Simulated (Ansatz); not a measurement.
# GaH5O3: a trajectory, and a look at its input

Aim: a trajectory from the structure below. Read the input with care, then see what the program makes of it. The step meant is a four-centre ligand exchange at charge 0 and multiplicity 1, which changes Ga1–O6, O2–H5, Ga1–O2, H5–O6.

Computed with Ansatz 0.2.0, Gaussian basis. Level: PBE0-D4/def2-SVP.

## Step 1: The structure

```tsv
atom	x (Å)	y (Å)	z (Å)
Ga1	-1.06954	-0.31393	0.20178
O2	0.48319	-1.27494	0.49279
H3	-1.75454	-0.64993	-1.16332
H4	-1.70705	0.29160	1.49251
H5	1.43523	-0.02501	0.00858
O6	1.57743	0.91101	-0.32906
O7	0.21622	1.25974	-0.57820
H8	0.64490	-1.46300	1.41915
H9	0.17417	1.26436	-1.54424
```

## Step 2: The run

Input file run/in.yaml:

```yaml
crystal:
  periodic: [false, false, false]
  atoms:
    - {symbol: Ga, position_ang: [-1.069539, -0.313931, 0.201781]}
    - {symbol: O, position_ang: [0.483192, -1.274945, 0.492793]}
    - {symbol: H, position_ang: [-1.754541, -0.649928, -1.163325]}
    - {symbol: H, position_ang: [-1.707050, 0.291602, 1.492508]}
    - {symbol: H, position_ang: [1.435228, -0.025012, 0.008584]}
    - {symbol: O, position_ang: [1.577428, 0.911014, -0.329062]}
    - {symbol: O, position_ang: [0.216219, 1.259738, -0.578196]}
    - {symbol: H, position_ang: [0.644896, -1.462997, 1.419152]}
    - {symbol: H, position_ang: [0.174166, 1.264359, -1.544236]}
basis:
  gaussian: {orbitals: def2-SVP}
hamiltonian: {xc: pbe0, dispersion: d4}
md: {n_steps: 30, timestep: 0.5, temperature: 1500, ensemble: nve, seed: 980, temp: 10, initial_velocities: maxwell_boltzmann}
```

The run is started by

```console
ansatz run in.yaml --threads 4 --pin off --events-out ev --progress --plain --max-ram 9574MiB
```

What does the calculation give? Wanted: outcome.

**Answer**, as computed:

```
   quantity         value
    outcome       refused
      fault  misspelt key
steps taken             0
```

**Reading.** The program refused the input before any work. The block holds a key that the program does not know. The cure: remove the key or spell it as the program does.
